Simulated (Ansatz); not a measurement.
**C2H4Se (SMILES C1C[Se]1): single points off equilibrium**

An exercise on one series of results from a longer session: the logs are not shown, and one member is left open.

Program: Ansatz 0.2.0, Gaussian basis. Level of theory: single points in def2-TZVPP. These are calculated values, not measurements.

Correlated methods freeze the cores. Filled d shells of the heavier atoms are correlated.

## The starting structure

7 atoms, charge 0, spin multiplicity 1.

Atoms are counted from 1 here; the program's logs count them from 0.

Bond lengths: C1–C2 1.401 Å, C1–Se3 1.790 Å, C1–H4 1.140 Å, C1–H5 1.163 Å, C2–Se3 1.931 Å, C2–H6 1.144 Å, C2–H7 1.114 Å. Angles: C2–C1–Se3 73.3°, C2–C1–H4 111.5°, C2–C1–H5 108.1°, Se3–C1–H4 104.8°, Se3–C1–H5 113.3°, H4–C1–H5 131.0°, C1–C2–Se3 62.6°, C1–C2–H6 111.0°, C1–C2–H7 127.8°, Se3–C2–H6 114.4°, Se3–C2–H7 122.1°, H6–C2–H7 111.1°, C1–Se3–C2 44.0°.

As a file:

```
C    -0.5123   -0.0575   -0.4149
C     0.6195    0.2584    0.3479
Se   -0.2115   -1.4568    0.6606
H    -0.2259   -0.4229   -1.4565
H    -1.3899    0.6170   -0.0571
H     0.3758    1.0526    1.1346
H     1.6736    0.3508   -0.0012
```

Set-up of the first run:

run/in.yaml

```yaml
crystal:
  periodic: [false, false, false]
  atoms:
    - {symbol: C, position_ang: [-0.512300, -0.057500, -0.414900]}
    - {symbol: C, position_ang: [0.619500, 0.258400, 0.347900]}
    - {symbol: Se, position_ang: [-0.211500, -1.456800, 0.660600]}
    - {symbol: H, position_ang: [-0.225900, -0.422900, -1.456500]}
    - {symbol: H, position_ang: [-1.389900, 0.617000, -0.057100]}
    - {symbol: H, position_ang: [0.375800, 1.052600, 1.134600]}
    - {symbol: H, position_ang: [1.673600, 0.350800, -0.001200]}
basis:
  gaussian: {orbitals: def2-TZVPP}
correlation: {method: ccsd_t}
output: {forces: true}
```

No record of the launch command was kept for these runs.

Steps of the session up to this table: CCSD(T)/def2-TZVPP; PBE0-D4/def2-TZVPP; wB97M-V/def2-TZVPP; r2SCAN-D4/def2-TZVPP; PBE-D4/def2-TZVPP; HSE06-D4/def2-TZVPP; BHLYP-D4/def2-TZVPP.

One of the session's tables, all rows but one given; the rest of the session is left out.

```
   method  RMS force component (eV/Å)  angle to CCSD(T) forces (°)  dipole (D)
  CCSD(T)                       2.238                    reference        1.80
  PBE0-D4                       2.064                          2.9        1.83
  wB97M-V                       2.125                          2.4        1.79
r2SCAN-D4                       2.100                          2.3        1.88
   PBE-D4                           ?                            ?           ?
 HSE06-D4                       2.065                          2.8        1.83
 BHLYP-D4                       2.153                          5.7        1.90
```

Estimate the missing values for PBE-D4.

As computed: RMS force component (eV/Å): 2.099; angle to CCSD(T) forces (°): 3.6; dipole (D): 1.73. In the column «RMS force component (eV/Å)» it lies between HSE06-D4 (2.065) and r2SCAN-D4 (2.100).
